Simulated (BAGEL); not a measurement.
# GeH2O2 (SMILES [OH][Ge][OH]) at HF/STO-3G (density fitting with qzvpp-jkfit)

What is the electronic atomisation energy of GeH2O2 at HF/STO-3G (density fitting with qzvpp-jkfit)? 

The calculation is run with BAGEL 1.2.2.

16 further runs of the same task are left out: 4 that didn't finish, 12 set aside as unsound or not needed.

### Step 1. The molecule

The species is GeH2O2 (5 atoms), meant as a singlet with charge 0. As SMILES, `[OH][Ge][OH]`. The coordinates come from a PBE0-D4/def2-TZVP relaxation. This is one conformer, not always the lowest.

Bond lengths: O1–Ge2 1.790 Å, Ge2–O3 1.790 Å, O1–H4 0.961 Å, O3–H5 0.961 Å. Angles: O1–Ge2–O3 102.4°, Ge2–O1–H4 118.8°, Ge2–O3–H5 118.8°.

### Step 2. The energy at HF/STO-3G (density fitting with qzvpp-jkfit)

input.json

```json
{ "bagel" : [

{
  "title" : "molecule",
  "basis" : "sto-3g",
  "df_basis" : "qzvpp-jkfit",
  "angstrom" : true,
  "geometry" : [
    { "atom" : "O", "xyz" : [      -1.341000,      -0.099500,      -0.377400 ] },
    { "atom" : "Ge", "xyz" : [      -0.316400,      -0.895800,       0.855300 ] },
    { "atom" : "O", "xyz" : [       1.281900,      -0.142300,       0.570200 ] },
    { "atom" : "H", "xyz" : [      -0.940900,       0.550800,      -0.961500 ] },
    { "atom" : "H", "xyz" : [       1.366400,       0.513200,      -0.127900 ] }
  ]
},

{ "title" : "hf" },

{ "title" : "print", "file" : "orbitals.molden", "orbitals" : true }

]}
```

The run is started by

```sh
$ BAGEL_NUM_THREADS=1 BAGEL input.json > input.out
```

What it wrote:

```text
* using 1 threads per process

  ===============================================================
  ===============================================================

  *** Geometry ***

  { "atom" : "O", "xyz" : [     -2.534123,     -0.188028,     -0.713183 ] },
  { "atom" : "Ge", "xyz" : [     -0.597909,     -1.692817,      1.616283 ] },
  { "atom" : "O", "xyz" : [      2.422440,     -0.268908,      1.077522 ] },
  { "atom" : "H", "xyz" : [     -1.778043,      1.040861,     -1.816972 ] },
  { "atom" : "H", "xyz" : [      2.582122,      0.969807,     -0.241696 ] },

  Number of auxiliary basis functions:      456

  Since a DF basis is specified, we compute 2- and 3-index integrals:
    o Being stored without compression. Storage requirement is 0.003 GB

  Number of basis functions:       30
  Number of electrons      :       50

    * METHOD: MOLECULE                             0.14

  *** RHF ***

  === Nuclear Repulsion ===
   189.6620836180

      * DIIS with orbital gradients will be used.

  === RHF iteration (sto-3g) ===
      0      -2200.49270585          0.01785092           0.02
      1      -2200.57744394          0.00628734           0.02
      2      -2200.58706665          0.00086919           0.02
      3      -2200.58749131          0.00021093           0.02
      4      -2200.58752554          0.00005924           0.02
      5      -2200.58752820          0.00000795           0.02
      6      -2200.58752824          0.00000223           0.02
      7      -2200.58752825          0.00000030           0.02
      8      -2200.58752825          0.00000012           0.02
      9      -2200.58752825          0.00000005           0.02
     10      -2200.58752825          0.00000001           0.02
     11      -2200.58752825          0.00000000           0.02
    * SCF iteration converged.

    * Permanent dipole moment:
           (   -0.154583,    -0.415806,     0.409231) a.u.

    * METHOD: HF                                   0.32

    * METHOD: PRINT                                0.00

  ===============================================================
```

It took 0.58 s on 1 thread of Arm Neoverse V1, shared host.

### Step 3. The Ge atom at the same level

hf.json

```json
{ "bagel": [

{
  "title": "molecule",
  "basis": "sto-3g",
  "df_basis": "qzvpp-jkfit",
  "angstrom": true,
  "geometry": [
    { "atom": "Ge", "xyz": [    0.000000,    0.000000,    0.000000 ] }
  ]
},
{
  "title": "uhf",
  "charge": 0,
  "nopen": 2
},
{
  "title": "print",
  "file": "orbitals.molden",
  "orbitals": true
}

]}
```

Run the same way, it converges to -2051.63677 Eh (log not shown).

### Step 4. The H atom at the same level

job.json

```json
{ "bagel": [

{
  "title": "molecule",
  "basis": "sto-3g",
  "df_basis": "qzvpp-jkfit",
  "angstrom": true,
  "geometry": [
    { "atom": "H", "xyz": [    0.000000,    0.000000,    0.000000 ] }
  ]
},
{
  "title": "uhf",
  "nopen": 1
},
{
  "title": "print",
  "file": "orbitals.molden",
  "orbitals": true
}

]}
```

Run the same way, it converges to -0.46658 Eh (log not shown).

### Step 5. The O atom at the same level

input.json

```json
{ "bagel": [

{
  "title": "molecule",
  "basis": "sto-3g",
  "df_basis": "qzvpp-jkfit",
  "angstrom": "true",
  "geometry": [
    { "atom": "O", "xyz": [    0.000000,    0.000000,    0.000000 ] }
  ]
},
{
  "title": "uhf",
  "nopen": 2
},
{
  "title": "print",
  "file": "orbitals.molden",
  "orbitals": "true"
}

]}
```

Run the same way, it converges to -73.80422 Eh (log not shown).

### Step 6. What came out

At HF/STO-3G (density fitting with qzvpp-jkfit):

| quantity | value |
| --- | --- |
| molecule: total energy | -2200.58753 Eh |
| molecule: dipole moment | 1.53 D |
| molecule: HOMO energy | -7.08 eV |
| molecule: LUMO energy | 5.76 eV |
| molecule: HOMO–LUMO gap | 12.85 eV |
| Ge atom: total energy | -2051.63677 Eh |
| Ge atom: dipole moment | 0.00 D |
| Ge atom: ⟨S²⟩ | 2.000 |
| H atom: total energy | -0.46658 Eh |
| H atom: dipole moment | 0.00 D |
| H atom: ⟨S²⟩ | 0.750 |
| O atom: total energy | -73.80422 Eh |
| O atom: dipole moment | 0.00 D |
| O atom: ⟨S²⟩ | 2.000 |
| electronic atomisation energy | 11.134 eV |

In words: Taking the molecule apart into free atoms costs 11.13 eV (1074 kJ/mol), before zero-point energy and without spin-orbit coupling. Hartree–Fock lacks the correlation of the bonding pairs, which as a rule makes this value much too low; in minimal bases other errors can mask that. In a minimal basis such a difference can be off by several eV, whatever the method.
